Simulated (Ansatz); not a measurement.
**C3H9AlO3: small, medium and large basis sets**

Aim: see how fast density functionals converge with the basis set for C3H9AlO3.

Method: one geometry, several basis sets; program: Ansatz 0.2.0, Gaussian basis.

Plan: PBE0-D4/def2-SVP; ωB97M-V/def2-SVP; PBE0-D4/def2-QZVPP; ωB97M-V/def2-QZVPP; the functionals' def2-TZVPP values are taken from earlier runs.

**1. The relaxed structure**

All runs share one geometry, relaxed beforehand with PBE0-D4 in a triple-zeta def2 set.

16 atoms, charge 0, spin multiplicity 1.

Atoms are counted from 1 here; the program's logs count them from 0.

Bond lengths: C1–O2 1.398 Å, C1–H8 1.095 Å, C1–H9 1.096 Å, C1–H10 1.095 Å, O2–Al3 1.678 Å, Al3–O4 1.678 Å, Al3–O6 1.678 Å, O4–C5 1.398 Å, C5–H11 1.096 Å, C5–H12 1.095 Å, C5–H13 1.095 Å, O6–C7 1.398 Å, C7–H14 1.096 Å, C7–H15 1.095 Å, C7–H16 1.095 Å. Angles: O2–C1–H8 110.1°, O2–C1–H9 112.5°, O2–C1–H10 110.0°, H8–C1–H9 108.1°, H8–C1–H10 107.8°, H9–C1–H10 108.1°, C1–O2–Al3 134.3°, O2–Al3–O4 120.0°, O2–Al3–O6 120.0°, O4–Al3–O6 120.0°, Al3–O4–C5 134.3°, O4–C5–H11 112.5°, O4–C5–H12 110.0°, O4–C5–H13 110.1°, H11–C5–H12 108.1°, H11–C5–H13 108.1°, H12–C5–H13 107.8°, Al3–O6–C7 134.3° and more.

**2. PBE0-D4 in def2-SVP**

in.yaml reads:

```yaml
crystal:
  periodic: [false, false, false]
  atoms:
    - {symbol: C, position_ang: [-2.680741, 0.860610, -0.349402]}
    - {symbol: O, position_ang: [-1.673646, -0.079802, -0.110700]}
    - {symbol: Al, position_ang: [-0.001481, -0.001497, 0.002868]}
    - {symbol: O, position_ang: [0.884675, -1.392790, 0.309709]}
    - {symbol: C, position_ang: [0.553184, -2.735591, 0.515889]}
    - {symbol: O, position_ang: [0.784535, 1.468135, -0.190762]}
    - {symbol: C, position_ang: [2.123322, 1.870759, -0.158199]}
    - {symbol: H, position_ang: [-3.376997, 0.888019, 0.495571]}
    - {symbol: H, position_ang: [-2.284423, 1.871879, -0.497316]}
    - {symbol: H, position_ang: [-3.248930, 0.583392, -1.243714]}
    - {symbol: H, position_ang: [-0.527036, -2.914299, 0.463089]}
    - {symbol: H, position_ang: [1.039306, -3.362487, -0.239199]}
    - {symbol: H, position_ang: [0.904696, -3.062312, 1.500358]}
    - {symbol: H, position_ang: [2.807972, 1.036854, 0.035327]}
    - {symbol: H, position_ang: [2.270804, 2.621369, 0.625589]}
    - {symbol: H, position_ang: [2.402060, 2.325162, -1.114909]}
basis:
  gaussian: {orbitals: def2-SVP}
hamiltonian: {xc: pbe0, dispersion: d4}
output: {orbitals: {seedname: orbitals}}
```

Started as:

```console
> ansatz run in.yaml --threads 2 --pin off --events-out ev --progress --plain --max-ram 32768MiB --backend cpu
```

Further steps of the session: ωB97M-V in def2-SVP; PBE0-D4 in def2-QZVPP; ωB97M-V in def2-QZVPP.

**Question.** What will the summary of the whole plan be? Wanted: PBE0-D4: double and triple zeta above quadruple; ωB97M-V: double and triple zeta above quadruple.

The runs gave:

| quantity | value |
| --- | --- |
| PBE0-D4: double and triple zeta above quadruple | 14.29, 0.77 eV |
| ωB97M-V: double and triple zeta above quadruple | 14.60, 0.74 eV |

PBE0-D4 gains 13.52 eV from double to triple zeta, then 0.77 eV more. These are total energies; as a rule much of such shifts cancels in differences, which this series doesn't test. The LUMO of ωB97M-V is positive and keeps falling with the basis (1.71 to 0.89 eV): an unbound level that the basis holds in place.
